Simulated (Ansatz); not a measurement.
# C2H3FGe: one species, many methods

The task here is to estimate one member of a computed series from the others.

Method: functionals in def2-TZVPP, the program's frozen cores in correlated methods; program: Ansatz 0.2.0, Gaussian basis.

Levels to be run: LDA (SPW92), PBE-D4, revPBE-D4, BLYP-D4, r2SCAN-D4, B97M-V, PBE0-D4, B3LYP-D4, r2SCANh-D4, r2SCAN0-D4, HSE06-D4, BHLYP-D4, CAM-B3LYP-D4, LC-ωPBE, ωB97X-V, ωB97M-V, B2PLYP, PBE-QIDH; CCSD(T)/def2-SVP; CCSD(T)/def2-TZVPP; MP2/def2-QZVPP; extrapolation to the limit; RPA on PBE.

### Structure used throughout

All runs share one geometry, relaxed beforehand with PBE0-D4 in a triple-zeta def2 set.

SMILES `C#[C][GeH2][F]`, 7 atoms, charge 0, spin multiplicity 1.

Atoms are counted from 1 here; the program's logs count them from 0.

Bond lengths: C1–C2 1.205 Å, C1–H5 1.066 Å, C2–Ge3 1.891 Å, Ge3–F4 1.737 Å, Ge3–H6 1.530 Å, Ge3–H7 1.530 Å. Angles: C2–C1–H5 179.5°, C1–C2–Ge3 178.5°, C2–Ge3–F4 106.8°, C2–Ge3–H6 111.0°, C2–Ge3–H7 111.0°, F4–Ge3–H6 106.5°, F4–Ge3–H7 106.5°, H6–Ge3–H7 114.4°.

Set-up of the first run:

Contents of in.yaml:

```yaml
crystal:
  periodic: [false, false, false]
  atoms:
    - {symbol: C, position_ang: [1.589568, -1.011440, 0.749378]}
    - {symbol: C, position_ang: [0.653229, -0.399260, 0.302779]}
    - {symbol: Ge, position_ang: [-0.795216, 0.603197, -0.384648]}
    - {symbol: F, position_ang: [-1.928633, -0.538276, -1.040403]}
    - {symbol: H, position_ang: [2.414658, -1.560801, 1.142310]}
    - {symbol: H, position_ang: [-1.525838, 1.349501, 0.733153]}
    - {symbol: H, position_ang: [-0.346570, 1.489181, -1.548267]}
basis:
  gaussian: {orbitals: def2-TZVPP}
hamiltonian: {xc: lda}
output: {orbitals: {seedname: orbitals}}
```

Steps of the session up to this table: LDA; PBE-D4 (GGA); revPBE-D4 (GGA); BLYP-D4 (GGA); r2SCAN-D4 (meta-GGA); B97M-V (meta-GGA); PBE0-D4 (hybrid); B3LYP-D4 (hybrid); r2SCANh-D4 (hybrid); r2SCAN0-D4 (hybrid); HSE06-D4 (hybrid); BHLYP-D4 (hybrid); CAM-B3LYP-D4 (range-separated); LC-ωPBE-D4 (range-separated; the results give it without D4); ωB97X-V (range-separated); ωB97M-V (range-separated); B2PLYP (double hybrid); PBE-QIDH (double hybrid).

One table of the session follows, with a row left open; its other results are not shown here.

It belongs to the step «Frontier levels by functional». 

```
  functional  HOMO (eV)  gap (eV)
 LDA (SPW92)      -7.49      5.48
      PBE-D4      -7.33      5.59
   revPBE-D4      -7.26      5.65
     BLYP-D4      -7.17      5.56
   r2SCAN-D4      -7.58      6.10
      B97M-V      -7.58      6.09
     PBE0-D4      -8.57      7.75
    B3LYP-D4          ?         ?
  r2SCANh-D4      -8.04      6.89
  r2SCAN0-D4      -8.74      8.07
    HSE06-D4      -8.16      6.97
    BHLYP-D4      -9.64      9.79
CAM-B3LYP-D4      -9.93     10.17
     LC-ωPBE     -11.37     12.82
     ωB97X-V     -10.95     12.28
     ωB97M-V     -10.81     11.98
```

**Question.** Estimate the row for B3LYP-D4.

Worked estimate for «HOMO (eV)». Against the share of exact exchange, BLYP-D4 (0, -7.17), BHLYP-D4 (0.5, -9.64) give a slope of -4.94 per unit share; at 0.2 the line stands at -8.16.

As computed: HOMO (eV): -8.32; gap (eV): 7.27. In «HOMO (eV)» the line misses by +0.16.
